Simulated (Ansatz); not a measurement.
KMgH3, space group Pm-3m, an optical spectrum

Run with Ansatz 0.2.0, Python API.

The script reads `kmgh3.vasp`:
```text
KMgH3
1.0
   4.02500000    0.00000000    0.00000000
   0.00000000    4.02500000    0.00000000
   0.00000000    0.00000000    4.02500000
K Mg H
1 1 3
Direct
   0.00000000    0.00000000    0.00000000
   0.50000000    0.50000000    0.50000000
   0.00000000    0.50000000    0.50000000
   0.50000000    0.00000000    0.50000000
   0.50000000    0.50000000    0.00000000
```

Script `run_optics.py`:
```python
"""Independent-particle optical spectrum of KMgH3."""

import argparse

import ansatz as az
from ase.io import read
import numpy as np

parser = argparse.ArgumentParser(description="Independent-particle optical spectrum of KMgH3.")
parser.add_argument("--kmesh", type=int, nargs=3, required=True, help="k-point sampling")
parser.add_argument("--tolerance", type=float, default=1e-06, help="SCF tolerance (eV)")
args = parser.parse_args()

atoms = read("kmgh3.vasp", format="vasp")
crystal = az.Crystal.from_ase(atoms)

job = (
    crystal.calculation()
    .functional(az.Functional.LDA)
    .pseudopotentials("paw")
    .basis(12 * az.Ha, density_ratio=6)
    .kpoints(mesh=args.kmesh)
    .occupations(az.OccupationsMethod.FIXED)
    .mixing("broyden")
    .scf(tolerance=args.tolerance)
    .optics(energy_step=0.05, nscf_kmesh=(6, 6, 6))
)
done = job.run(threads=1, backend="cpu")
spectra = done.optics()
energy, filling = np.asarray(spectra.photon_energy_ev), spectra.band_filling
gapped = filling.kind == "insulating"
eps1 = np.asarray(filling.eps1 if gapped else filling.eps1_interband)[:3].mean(axis=0)
eps2 = np.asarray(filling.eps2 if gapped else filling.eps2_interband)[:3].mean(axis=0)
print("filling:", filling.kind, "- valid up to", round(spectra.valid_up_to_ev, 2), "eV,", spectra.n_bands, "bands")
top = min(8, spectra.valid_up_to_ev)
# mean of xx, yy and zz; between bands only where the bands are partly filled
print("E (eV)    eps1      eps2")
for e in np.arange(0.5, top + 0.01, 0.5):
    print(f"{e:5.1f} {np.interp(e, energy, eps1):9.3f} {np.interp(e, energy, eps2):9.3f}")
if gapped:
    print("eps_inf, bands beyond those summed included:", np.round(filling.eps_inf[:3], 3))
print("f-sum electrons:", np.round(filling.get("f_sum_n_eff"), 3))
```

```console
$ python run_optics.py --kmesh 4 4 4
DeckWarning: basis.ecutwfc = 326.536634951856 eV is below the records' recommended 420 eV, and the density's cutoff is lower with it unless basis.ecutrho_ratio is high enough to keep the records' density cutoff: compare with a run at a higher cutoff
DeckWarning: scf.convergence.dr2_threshold = 1e-6 eV is looser than 1e-11 eV, the default for `output.optics` on PAW and all-electron files: empty levels that such a close leaves unsettled move lines [...]
filling: insulating - valid up to 7.52 eV, 16 bands
E (eV)    eps1      eps2
  0.5     3.668     0.000
  1.0     3.726     0.000
  1.5     3.831     0.000
  2.0     3.994     0.000
  2.5     4.239     0.000
  3.0     4.612     0.000
  3.5     5.218     0.000
  4.0     6.382     0.000
  4.5     9.074     0.800
  5.0    11.228     9.617
  5.5    -0.010    10.334
  6.0    -0.740     7.786
  6.5    -1.970     4.904
  7.0    -1.503     3.543
  7.5    -0.924     3.866
eps_inf, bands beyond those summed included: [3.957 3.957 3.957]
f-sum electrons: [6.741 6.741 6.741]
```
(Warnings from the package without file and line, shortened.)

Caveats:
- The settings weren't tested for convergence.
- The cutoff lies under the one recommended for these potentials.
- The starting cell is as deposited in a crystallographic database; the results hold for this polymorph, which needn't be the stable one.
- Independent-particle spectra on Kohn-Sham bands hold no excitons, and semilocal gaps are too small.
- Finished in 8.4 s on 1 thread of Intel(R) Xeon(R) Platinum 8488C (Sapphire Rapids), on a shared host, peak memory 0.61 GiB.

(Lines on the test bed's own set-up are left out of the output.)
